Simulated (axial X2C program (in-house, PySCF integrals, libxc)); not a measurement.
**CuN⁺: EOM-IP-CCSD levels**

Wanted for CuN⁺: EOM-IP-CCSD levels, at the two-component level.

The runs use an in-house X2C program for linear molecules on PySCF integrals; two-component X2C with atomic mean-field terms, Cu dyall-cv3z, N dyall-av3z.

All values are calculated.

**1. The job**

File task.json:

```json
{"zs": [29, 7], "q": 1, "bas": ["dyall-cv3z", "dyall-av3z"], "r0": 1.75, "eom": "ip", "rq": 0, "thr": -2.0, "nmax": 95, "grid": [1, 0.96, 1.045, 0.92, 1.09, 1.15]}
```

Keys: zs atomic numbers; q charge; bas basis sets; r0 starting distance in Å; eom kind of EOM run; thr threshold in hartree for freezing inner shells (an s shell follows its p shell); nmax most natural virtual spinors; grid distances as factors.

Launch:

```console
$ python soeom.py task.json out
```

After this run come: EOM-IP-CCSD at 1.774 Å.

Before running it: what results should come out? Wanted: next root led by one particle; T1 of the reference; lowest state, Re and ωe.

The runs gave:

| quantity | value |
| --- | --- |
| lowest root at 1.774 Å | Ω = 1/2, 8.868 eV |
| next root led by one particle | Ω = 1/2, about 2890 cm⁻¹ higher |
| T1 of the reference | 0.036 |
| lowest state, Re and ωe | 1.846 Å, 420 cm⁻¹ |

**Reading.** Removing an electron from the reference determinant of CuN costs 8.87 eV and empties a spinor of 66% N pσ, 15% Cu dσ, 14% Cu sσ. The closed-shell reference lies 1.37 eV above the lowest determinant found, so these energies count from an excited configuration. Errors of 0.1 to 0.3 eV are usual at this size, and roots led by higher excitations are left out, so the list is incomplete, and low states of that kind can be missing. T1 or the largest double amplitude of the reference is raised, which lowers the reliability.
